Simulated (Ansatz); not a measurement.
# C2H6AlN: how energies converge with the basis set

An exercise on one series of results from a longer session: the logs are not shown, and one member is left open.

The runs use Ansatz 0.2.0, Gaussian basis; one geometry, several basis sets.

The runs, in order: PBE0-D4/def2-SVP; ωB97M-V/def2-SVP; PBE0-D4/def2-QZVPP; ωB97M-V/def2-QZVPP; the functionals' def2-TZVPP values are taken from earlier runs.

## Structure used throughout

All runs share one geometry, relaxed beforehand with PBE0-D4 in a triple-zeta def2 set.

SMILES `[NH2][Al]1[CH2][CH2]1`, 10 atoms, charge 0, spin multiplicity 1.

Atoms are counted from 1 here; the program's logs count them from 0.

Bond lengths: N1–Al2 1.757 Å, N1–H5 1.007 Å, N1–H6 1.007 Å, Al2–C3 1.896 Å, Al2–C4 1.896 Å, C3–C4 1.607 Å, C3–H7 1.089 Å, C3–H8 1.089 Å, C4–H9 1.089 Å, C4–H10 1.089 Å. Angles: Al2–N1–H5 124.7°, Al2–N1–H6 124.7°, H5–N1–H6 110.6°, N1–Al2–C3 154.9°, N1–Al2–C4 154.9°, C3–Al2–C4 50.1°, Al2–C3–C4 64.9°, Al2–C3–H7 122.6°, Al2–C3–H8 123.0°, C4–C3–H7 113.9°, C4–C3–H8 114.0°, H7–C3–H8 109.7°, Al2–C4–C3 64.9°, Al2–C4–H9 122.6°, Al2–C4–H10 123.0°, C3–C4–H9 113.9°, C3–C4–H10 114.0°, H9–C4–H10 109.7°.

Geometry (Å):

```xyz
10
charge 0, multiplicity 1
N    -1.6563    1.2381   -1.0406
Al   -0.3974    0.2980   -0.2532
C     0.6238   -1.2640    0.0823
C     1.0422    0.0220    0.9496
H    -2.2803    0.8830   -1.7462
H    -1.8535    2.2064   -0.8485
H     0.2472   -2.0947    0.6773
H     1.4039   -1.6180   -0.5900
H     2.0509    0.3807    0.7499
H     0.9026   -0.1027    2.0223
```

The first run:

in.yaml reads:

```yaml
crystal:
  periodic: [false, false, false]
  atoms:
    - {symbol: N, position_ang: [-1.656289, 1.238093, -1.040586]}
    - {symbol: Al, position_ang: [-0.397365, 0.297982, -0.253154]}
    - {symbol: C, position_ang: [0.623809, -1.263974, 0.082285]}
    - {symbol: C, position_ang: [1.042186, 0.022026, 0.949607]}
    - {symbol: H, position_ang: [-2.280284, 0.883005, -1.746181]}
    - {symbol: H, position_ang: [-1.853460, 2.206380, -0.848548]}
    - {symbol: H, position_ang: [0.247159, -2.094715, 0.677253]}
    - {symbol: H, position_ang: [1.403861, -1.617968, -0.590034]}
    - {symbol: H, position_ang: [2.050904, 0.380655, 0.749925]}
    - {symbol: H, position_ang: [0.902578, -0.102683, 2.022335]}
basis:
  gaussian: {orbitals: def2-SVP}
hamiltonian: {xc: pbe0, dispersion: d4}
output: {orbitals: {seedname: orbitals}}
```

Run with:

```sh
ansatz run in.yaml --threads 2 --pin off --events-out ev --progress --plain --max-ram 4352MiB
```

Among the steps run: PBE0-D4 in def2-SVP; ωB97M-V in def2-SVP; PBE0-D4 in def2-QZVPP; ωB97M-V in def2-QZVPP.

One table of the session follows, with a row left open; its other results are not shown here.

```
functional       basis  HOMO (eV)
   PBE0-D4    def2-SVP      -5.60
   PBE0-D4  def2-TZVPP      -5.69
   PBE0-D4  def2-QZVPP          ?
   ωB97M-V    def2-SVP      -7.78
   ωB97M-V  def2-TZVPP      -7.88
   ωB97M-V  def2-QZVPP      -7.91
```

**Question.** Estimate the row for PBE0-D4, def2-QZVPP.

As computed: HOMO (eV): -5.71. In the column «HOMO (eV)» it lies between ωB97M-V, def2-SVP (-7.78) and PBE0-D4, def2-TZVPP (-5.69).
